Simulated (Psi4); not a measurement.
# GeHSCl (SMILES [SH][Ge][Cl]): a chain of runs

Aim: a series of 10 runs (PBE-D4/def2-SVP, PBE0-D4/def2-TZVP, PBE-D4/def2-TZVPP, r2SCAN-D4/def2-TZVPP, B3LYP-D4/def2-TZVPP, PBE0-D4/def2-TZVPP, wB97M-V/def2-TZVPP, CCSD(T)/def2-TZVPP, and more) of GeHSCl. 

The calculation is run with Psi4 1.11.

## (1) Starting point

The species is GeHSCl (4 atoms), meant as a singlet with charge 0. SMILES: `[SH][Ge][Cl]`. The shape comes from GFN2-xTB, rattled, which is rough for such elements, and wasn't checked as a minimum. The run starts from this shape.

Bond lengths: S1–Ge2 2.191 Å, Ge2–Cl3 2.215 Å, S1–H4 1.318 Å. Angles: S1–Ge2–Cl3 99.8°, Ge2–S1–H4 98.5°.

## (2) A structure relaxation at PBE-D4/def2-SVP (density fitting) (run 1)

Input file run.py:

```python
import psi4

psi4.set_memory(3300000000)
psi4.set_num_threads(2)
psi4.core.set_output_file('clgehs.out', False)

geom = psi4.geometry("""
0 1
S     -0.384704     1.208602    -0.734759
Ge    -0.852934    -0.913330    -0.456043
Cl     0.766250    -1.475776     0.946873
H      0.678572     1.277639     0.040622
symmetry c1
""")

psi4.set_options({
    'basis': 'def2-SVP',
    'reference': 'rks',
    'scf_type': 'df',
    'geom_maxiter': 60,
    'max_force_g_convergence': 0.0005,
})

result, w = psi4.optimize("pbe-d4", molecule=geom, return_wfn=True)
print(f'total energy {result:.8f} hartree = {result * 27.211386:.5f} eV')
geom.save_xyz_file('final.xyz', False)
```

On the command line:

```bash
$ python run.py
```

clgehs.out:

```text
[...]
  Running in c1 symmetry.
[...]
  Nuclear repulsion =  312.099848773276449
[...]
  Multiplicity = 1
[...]
  Nalpha       = 33
  Nbeta        = 33
[...]
    Number of basis functions: 73
[...]
   @DF-RKS iter   1: -2933.39086232010504   -1.83107e+00   3.35390e-02 DIIS/ADIIS
[...]
   @DF-RKS iter   9: -2934.86969060989395   -9.09495e-13   2.38255e-09 DIIS
[...]
  @DF-RKS Final Energy: -2934.86969060989395
   => Energetics <=
    Nuclear Repulsion Energy =            305.6863481953973292
    One-Electron Energy =               -4689.4742360142054167
    Two-Electron Energy =                1581.5537219446746349
    DFT Exchange-Correlation Energy =    -132.6309785738145592
    Empirical Dispersion Energy =          -0.0045461619458523
    VV10 Nonlocal Energy =                  0.0000000000000000
    Total Energy =                      -2934.8696906098939508
[...]
 Multipole Moments:
 ------------------------------------------------------------------------------------
     Multipole            Electronic (a.u.)      Nuclear  (a.u.)        Total (a.u.)
 ------------------------------------------------------------------------------------
 L = 1.  Multiply by 2.5417464519 to convert [e a0] to [Debye]
 Dipole X            :         -5.0695199            4.8619598           -0.2075601
 Dipole Y            :         -6.1751346            6.1777402            0.0026056
 Dipole Z            :         -1.9686079            1.8112140           -0.1573939
 Magnitude           :                                                    0.2605011
[...]
  -Total Gradient:
     Atom            X                  Y                   Z
    ------   -----------------  -----------------  -----------------
       1        0.000254290351     0.000220032720     0.000106953381
       2       -0.000024117394    -0.000144308726     0.000038025192
       3       -0.000125729035     0.000001055430    -0.000105579354
       4       -0.000086927557     0.000128110732    -0.000088229924
[...]
    Final optimized geometry and variables:
    Molecular point group: c1
    Full point group: C1
    Geometry (in Angstrom), charge = 0, multiplicity = 1:
    S           -0.049518540405     1.819564885118    -0.588715327489
    GE          -0.525035053567    -0.383957793982    -0.281181587356
    CL           1.125283473395    -0.904319719024     1.125846171397
    H            1.036437659047     1.816165804287     0.236324298595
[...]
```

The script printed:

```text
Some dependencies such as QCElemental have not yet finished migration to pydantic v2. If issues are encountered please downgrade pydantic or upgrade QCElemental as appropriate
	Energy ratio indicates iffy step.
	Intrafrag trust radius decreased to   0.25.
	Previous geometry is closer to target in internal coordinates, so using that one.

	Best geometry has RMS(Delta(q)) = 2.02e-12

Optimizer: Optimization complete!
total energy -2934.86969061 hartree = -79861.87201 eV
```

It took 2.9 min on 2 threads of Intel Xeon at 2.50GHz (Skylake/Cascade Lake), shared host; peak memory 0.45 GiB.

The path in brief:

```tsv
step	energy from the first frame kept (eV)	largest force (eV/Å)
0	0.0000	1.6222
1	-0.0696	0.3493
2	-0.0746	0.1074
3	-0.0750	0.0624
4	-0.0762	0.0181
```

After the run. Bond lengths: S1–Ge2 2.275 Å, Ge2–Cl3 2.230 Å, S1–H4 1.364 Å. Angles: S1–Ge2–Cl3 99.0°, Ge2–S1–H4 94.7°.

## (3) A structure relaxation at PBE0-D4/def2-TZVP (density fitting) (run 2)

Input file job.py:

```python
import psi4

psi4.set_memory(3300000000)
psi4.set_num_threads(2)
psi4.set_output_file('run.log', False)

molecule = psi4.geometry("""
0 1
S     -0.386947     1.261367    -0.758244
Ge    -0.862463    -0.942156    -0.450710
Cl     0.787855    -1.462517     0.956318
H      0.699010     1.257968     0.066796
units angstrom
symmetry c1
""")

psi4.set_options(dict(basis='def2-TZVP', reference='rks', scf_type='df', geom_maxiter=50, max_force_g_convergence=0.0002))

energy_value, wavefunction = psi4.optimize("PBE0-D4", molecule=molecule, return_wfn=True)
print('E =', round(energy_value, 9))
molecule.save_xyz_file('final.xyz', False)
```

On the command line:

```bash
$ python job.py
```

run.log:

```text
[...]
  Running in c1 symmetry.
[...]
  Nuclear repulsion =  305.686360287485229
[...]
  Multiplicity = 1
[...]
  Nalpha       = 33
  Nbeta        = 33
[...]
    Number of basis functions: 128
[...]
   @DF-RKS iter   0: -2935.54936746850171   -2.93555e+03   5.82776e-04
[...]
   @DF-RKS iter   7: -2935.54710435119569    2.72848e-12   9.00700e-09 DIIS
[...]
  @DF-RKS Final Energy: -2935.54710435119569
   => Energetics <=
    Nuclear Repulsion Energy =            310.1741334010160926
    One-Electron Energy =               -4699.7358935102856776
    Two-Electron Energy =                1554.2694152639435288
    DFT Exchange-Correlation Energy =    -100.2508906247362575
    Empirical Dispersion Energy =          -0.0038688811330758
    VV10 Nonlocal Energy =                  0.0000000000000000
    Total Energy =                      -2935.5471043511961398
[...]
 Multipole Moments:
 ------------------------------------------------------------------------------------
     Multipole            Electronic (a.u.)      Nuclear  (a.u.)        Total (a.u.)
 ------------------------------------------------------------------------------------
 L = 1.  Multiply by 2.5417464519 to convert [e a0] to [Debye]
 Dipole X            :         -5.0689934            4.7821966           -0.2867968
 Dipole Y            :         -6.0915170            6.0930529            0.0015359
 Dipole Z            :         -2.0028563            1.7848365           -0.2180198
 Magnitude           :                                                    0.3602602
[...]
  -Total Gradient:
     Atom            X                  Y                   Z
    ------   -----------------  -----------------  -----------------
       1        0.000006700187     0.000093735777    -0.000020517424
       2        0.000026430718     0.000065726248    -0.000001624309
       3       -0.000061136968     0.000022834528    -0.000051861869
       4        0.000051067952     0.000016103811     0.000031516793
[...]
    Final optimized geometry and variables:
    Molecular point group: c1
    Full point group: C1
    Geometry (in Angstrom), charge = 0, multiplicity = 1:
    S           -0.048971941035     1.794102708701    -0.579326442383
    GE          -0.515615084215    -0.374668849344    -0.277776643105
    CL           1.105174500907    -0.900866918692     1.110337863399
    H            1.025896696035     1.822802197008     0.226826762739
[...]
```

On the terminal:

```text
Optimizer: Optimization complete!
E = -2935.547104351
```

Run time: 3.2 min. Hardware: 2 threads of Intel Xeon at 2.50GHz (Skylake/Cascade Lake), shared host; peak memory 0.65 GiB.

The path in brief:

```tsv
step	energy from the first frame kept (eV)	largest force (eV/Å)
0	0.0000	0.6654
1	-0.0197	0.1157
2	-0.0178	0.0612
3	-0.0176	0.1848
4	-0.0208	0.0114
5	-0.0208	0.0049
```

After the run. Bond lengths: S1–Ge2 2.239 Å, Ge2–Cl3 2.198 Å, S1–H4 1.344 Å. Angles: S1–Ge2–Cl3 99.4°, Ge2–S1–H4 96.1°.

Runs 3 to 9 aren't shown in full; the table further down has their settings and results.

## (4) The energy at MP2/def2-QZVPP (density fitting, density fitting for correlation) (run 10)

Input file clgehs.xyz:

```xyz
4
ClGeHS
S     -0.386400     1.235905    -0.748855
Ge    -0.853043    -0.932867    -0.447305
Cl     0.767746    -1.459065     0.940809
H      0.688469     1.264604     0.057298
```

Input file clgehs.py:

```python
import psi4

psi4.set_memory('3300 MB')
psi4.set_num_threads(2)
psi4.set_output_file('clgehs.out', False)

with open('clgehs.xyz') as f:
    atoms = ''.join(f.readlines()[2:])
m = psi4.geometry('0 1\n' + atoms + 'symmetry c1')

psi4.set_options({
    'scf_type': 'df',
    'num_frozen_docc': 19,
})

e_tot = psi4.energy("mp2/def2-QZVPP")
print('E =', round(e_tot, 9))
```

On the command line:

```bash
$ python clgehs.py
```

clgehs.out:

```text
[...]
  Running in c1 symmetry.
[...]
  Nuclear repulsion =  310.174155677035344
[...]
  Multiplicity = 1
[...]
  Nalpha       = 33
  Nbeta        = 33
[...]
    Number of basis functions: 259
[...]
   @DF-RHF iter   1: -2931.75954322687994   -3.16569e+00   1.20440e-02 ADIIS/DIIS
[...]
   @DF-RHF iter  13: -2933.14281662140183   -1.81899e-11   3.59494e-09 DIIS
[...]
    Orbital Energies [Eh]
    ---------------------
    Doubly Occupied:
       1A   -405.292630     2A   -104.825588     3A    -91.965762
       4A    -52.196794     5A    -46.283709     6A    -46.282882
       7A    -46.282289     8A    -10.551757     9A     -8.968990
      10A     -8.018318    11A     -8.017441    12A     -8.017265
      13A     -7.239257    14A     -6.650150    15A     -6.649427
      16A     -6.648961    17A     -5.213362    18A     -5.210379
      19A     -5.207697    20A     -1.689527    21A     -1.687959
      22A     -1.684260    23A     -1.683568    24A     -1.679879
      25A     -1.084238    26A     -0.972024    27A     -0.656498
      28A     -0.559806    29A     -0.490065    30A     -0.474532
      31A     -0.449282    32A     -0.397328    33A     -0.365211
[...]
  @DF-RHF Final Energy: -2933.14281662140183
   => Energetics <=
    Nuclear Repulsion Energy =            310.1741556770353441
    One-Electron Energy =               -4699.8402774107107689
    Two-Electron Energy =                1456.5233051122731922
    Total Energy =                      -2933.1428166214018347
[...]
 Multipole Moments:
 ------------------------------------------------------------------------------------
     Multipole            Electronic (a.u.)      Nuclear  (a.u.)        Total (a.u.)
 ------------------------------------------------------------------------------------
 L = 1.  Multiply by 2.5417464519 to convert [e a0] to [Debye]
 Dipole X            :         -5.1056641            4.7821957           -0.3234684
 Dipole Y            :         -6.1306308            6.0930539           -0.0375769
 Dipole Z            :         -2.0188451            1.7848349           -0.2340102
 Magnitude           :                                                    0.4010045
[...]
```

Standard output:

```text
E = -2934.035496951
```

Wall time 45 s (2 threads of Intel Xeon at 2.50GHz (Skylake/Cascade Lake), shared host); peak memory 0.7 GiB.

## (5) All runs side by side

```tsv
run	level	geom maxiter	max force g convergence	energy (Eh)	dipole moment (D)	HOMO energy (eV)	LUMO energy (eV)	wall time
1	PBE-D4/def2-SVP (density fitting)	60	0.0005	-2934.869691	0.66	-6.43	-3.34	2.9 min
2	PBE0-D4/def2-TZVP (density fitting)	50	0.0002	-2935.547104	0.92	-7.59	-2.71	3.2 min
3	PBE0-D4/def2-TZVP (density fitting)	–	–	timeout	–	–	–	6.7 min
4	PBE-D4/def2-TZVPP (density fitting)	–	–	-2935.432607	0.86	-6.51	-3.41	51 s
5	r2SCAN-D4/def2-TZVPP (density fitting)	–	–	-2936.029446	0.83	-6.79	-3.40	1.8 min
6	B3LYP-D4/def2-TZVPP (density fitting)	–	–	-2936.184261	1.02	-7.38	-2.89	61 s
7	PBE0-D4/def2-TZVPP (density fitting)	–	–	-2935.547754	0.93	-7.59	-2.71	81 s
8	wB97M-V/def2-TZVPP (density fitting)	–	–	timeout	–	–	–	2 min
9	CCSD(T)/def2-TZVPP (density fitting, density fitting for correlation)	–	–	timeout	–	–	–	5 min
10	MP2/def2-QZVPP (density fitting, density fitting for correlation)	–	–	-2934.035497	–	-9.94	0.21	45 s
```

## (6) Results

| quantity | value |
| --- | --- |
| run 10, MP2/def2-QZVPP: total energy | -2934.03550 Eh |
| run 10, MP2/def2-QZVPP: HOMO energy (Hartree–Fock orbitals) | -9.94 eV |
| run 10, MP2/def2-QZVPP: LUMO energy (Hartree–Fock orbitals) | 0.21 eV |
| run 10, MP2/def2-QZVPP: HOMO–LUMO gap (Hartree–Fock orbitals) | 10.15 eV |
| run 10, MP2/def2-QZVPP: correlation energy (19 core orbitals frozen) | -892.7 mEh |

In words: Over runs 4, 5, 6, 7 the dipole moment (its size) runs from 0.83 D (r2SCAN-D4/def2-TZVPP) to 1.02 D (B3LYP-D4/def2-TZVPP). Over runs 4, 5, 6, 7 the HOMO–LUMO gap runs from 3.10 eV (PBE-D4/def2-TZVPP) to 4.88 eV (PBE0-D4/def2-TZVPP). Totals of different functionals can't be ranked against each other. All runs together took 26 min, the longest 6.7 min. 3 of the 10 runs did not end normally.
